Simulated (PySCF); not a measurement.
# F3HfO (Hf(O)(F)3-): the cost of one run

The runs use PySCF 2.14.0; several levels, as the steps say, no spin–orbit coupling.

4 further runs of the same task are left out: 2 for a known fault of the program, 1 that didn't finish, 1 set aside as unsound or not needed.

## (1) Where the work starts

5 atoms, charge -1, spin multiplicity 1.

Bond lengths: Hf1–O2 1.825 Å, Hf1–F3 1.989 Å, Hf1–F4 1.989 Å, Hf1–F5 1.989 Å. Angles: O2–Hf1–F3 109.4°, O2–Hf1–F4 109.4°, O2–Hf1–F5 109.4°, F3–Hf1–F4 109.6°, F3–Hf1–F5 109.6°, F4–Hf1–F5 109.6°.

As a file:

```
Hf    0.01124    0.01124    0.01124
O     1.06491    1.06491    1.06491
F    -1.13563   -1.13563    1.16231
F     1.16231   -1.13563   -1.13563
F    -1.13563    1.16231   -1.13563
```

Formal oxidation states: Hf +4. An earlier session relaxed this geometry at TPSS, Hf def2-SVP with ECP60, O def2-SVP, F def2-SVP (singlet, point group C3v).

At TPSS on the finer grid: E = -422.885193 Eh, HOMO -1.04 eV, LUMO 3.63 eV, Mulliken charge on Hf1 +0.80 e, largest force component 0.028 eV/Å. 

Levels to run: CAM-B3LYP; M06-L; BLYP; TPSSh; TPSS, TZVP; TPSS, x2c-SVP. Hardware: 2 threads of Arm Neoverse V1, shared host.

## (2) CAM-B3LYP

run.py (the lines that set the calculation) reads:

```python
mol = gto.M(atom='''
Hf     0.01124     0.01124     0.01124
O      1.06491     1.06491     1.06491
F     -1.13563    -1.13563     1.16231
F      1.16231    -1.13563    -1.13563
F     -1.13563     1.16231    -1.13563''',
    basis={'Hf': 'def2-SVP', 'O': 'def2-SVP', 'F': 'def2-SVP'},
    ecp={'Hf': 'def2-SVP'},
    charge=-1, spin=0)
mf = dft.RKS(mol, xc='CAMB3LYP')
mf.grids.atom_grid = (75, 302)
mf = mf.density_fit()  # fitting sets: Hf def2-universal-JKFIT, O def2-universal-JKFIT, F def2-universal-JKFIT
mf.conv_tol = 1e-08; mf.max_cycle = 55
mf.kernel(dm0)  # dm0: the density of the relaxed state
```

Started as:

```sh
$ OMP_NUM_THREADS=2 python run.py
```

**Question.** How long does this run take on 2 threads of Arm Neoverse V1, shared host?

About 3.9 s.
